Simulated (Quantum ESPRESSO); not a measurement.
**PtSe in Quantum ESPRESSO: the effect of functional**

Crystal: PtSe.

```
Pt Se
1.0
     3.70187    0.00000    0.00000
    -1.85094    3.20591    0.00000
     0.00000    0.00000    3.61284
Pt Se
1 1
Direct
  0.00000 0.00000 0.00000
  0.66667 0.33333 0.50000
```

The cell comes from a database or a generator and needn't be the stable form of this composition.

Alike in all runs:

```yaml
Program: Quantum ESPRESSO 7.5
Task: phonons
Cutoff: 1170 eV
Density_cutoff: 4680 eV
k_mesh: 4 × 4 × 4, shifted
Occupations: fermi-dirac, width 0.05 eV
Spin: no spin polarisation
```

Each run relaxes the cell or the atoms first.

```tsv
functional	potentials or basis	relaxed volume (Å³/atom)	highest phonon frequency (cm⁻¹)
LDA	PseudoDojo 0.4.1 SR LDA standard	?	?
PBE	PseudoDojo 0.4.1 SR PBE standard	18.96	89
PBEsol	PseudoDojo 0.4.1 SR PBEsol standard	18.09	109
```

Question: What does the run with functional LDA give?

Answer: Relaxed volume 17.74 Å³/atom; highest phonon frequency 115 cm⁻¹.

Caveats: all runs use coarse meshes; the mesh is thin for the phonons of a metal; some modes are imaginary; the volume moved by over 15 % at a fixed basis, so the end points are rough (some runs).
